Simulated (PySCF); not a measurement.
# C6H6O3 (methyl furan-3-carboxylate): the cost of one run

Programs: PySCF 2.14.0, with routines of our own; each step states its level. All values are computed. Atoms count from 0.

## 1. The starting structure

15 atoms, charge 0, multiplicity 1; geometry from: GFN2-xTB.

## 2. Optimising the geometry at PBE0-D3(BJ)/def2-SVP

The job: settings as JSON, then the geometry in Å.

```
{"job": {"xc": "PBE0", "basis": "def2-SVP", "d3": "d3bj", "grid": 2, "kind": "geom"}, "charge": 0, "multiplicity": 1}
C     -2.843362     0.256624    -0.194534
O     -1.440101     0.465603    -0.220096
C     -0.689927    -0.570785     0.185409
O     -1.151638    -1.621999     0.556472
C      0.741692    -0.263005     0.120078
C      1.370715     0.944518    -0.302092
C      2.704001     0.726643    -0.173565
O      2.942854    -0.514890     0.291495
C      1.764405    -1.108671     0.467239
H     -3.295589     1.179313    -0.549092
H     -3.175464     0.031098     0.821228
H     -3.113187    -0.579128    -0.843857
H      0.878377     1.829183    -0.646418
H      3.554799     1.348637    -0.369317
H      1.748012    -2.115152     0.835139
```

Launch:

```
$ OMP_NUM_THREADS=1 python excited_run.py task.json out
```

The driver reads the jobs from task.json and runs them one after another.

**Question.** How long does this first job take on 1 thread of Arm Neoverse V2, shared host, and how much memory does it need?

About 49 s, with a peak of 0.75 GiB.
